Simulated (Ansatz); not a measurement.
# Al2Cl2H2Se: the cost of one run

Method: RKS PBE-D4/def2-SVP, in Ansatz 0.2.0.

## Step 1: The system as given

Bond lengths: Al1–Se2 2.341 Å, Se2–Al3 2.387 Å, Al3–Cl4 2.203 Å, Al3–Cl5 2.227 Å, Al1–H6 1.654 Å, Al1–H7 1.595 Å. Angles: Al1–Se2–Al3 88.2°, Se2–Al1–H6 121.3°, Se2–Al1–H7 122.0°, H6–Al1–H7 116.7°, Se2–Al3–Cl4 122.5°, Se2–Al3–Cl5 120.2°, Cl4–Al3–Cl5 117.2°.

Structure file:

```xyz
7

Al   -1.5838    0.5662    0.1875
Se   -0.3544   -0.7536    1.6802
Al    1.4437   -0.7236    0.1108
Cl    1.6388   -2.2179   -1.4966
Cl    2.9492    0.9166    0.1641
H    -1.5299    2.2183    0.2568
H    -2.5023   -0.0741   -0.9486
```

## Step 2: Relaxing end A

input.yaml

```yaml
crystal:
  periodic: [false, false, false]
  atoms:
    - { symbol: Al, position_ang: [-1.5838, 0.5662, 0.1875] }
    - { symbol: Se, position_ang: [-0.3544, -0.7536, 1.6802] }
    - { symbol: Al, position_ang: [1.4437, -0.7236, 0.1108] }
    - { symbol: Cl, position_ang: [1.6388, -2.2179, -1.4966] }
    - { symbol: Cl, position_ang: [2.9492, 0.9166, 0.1641] }
    - { symbol: H, position_ang: [-1.5299, 2.2183, 0.2568] }
    - { symbol: H, position_ang: [-2.5023, -0.0741, -0.9486] }
basis:
  gaussian: { orbitals: def2-SVP }
hamiltonian:
  xc: pbe
  dispersion: d4
relax:
  f_tol: 0.015
  max_steps: 40
```

Launch:

```
$ ansatz run input.yaml --threads 2 --pin off --max-ram 3072MiB --backend cpu --events-out ev --progress --plain --runs-dir out
```

What time and memory should one allow on 2 threads of Intel Xeon 6975P-C (Granite Rapids), shared host?

About 38 s, with a peak of 0.2 GiB.
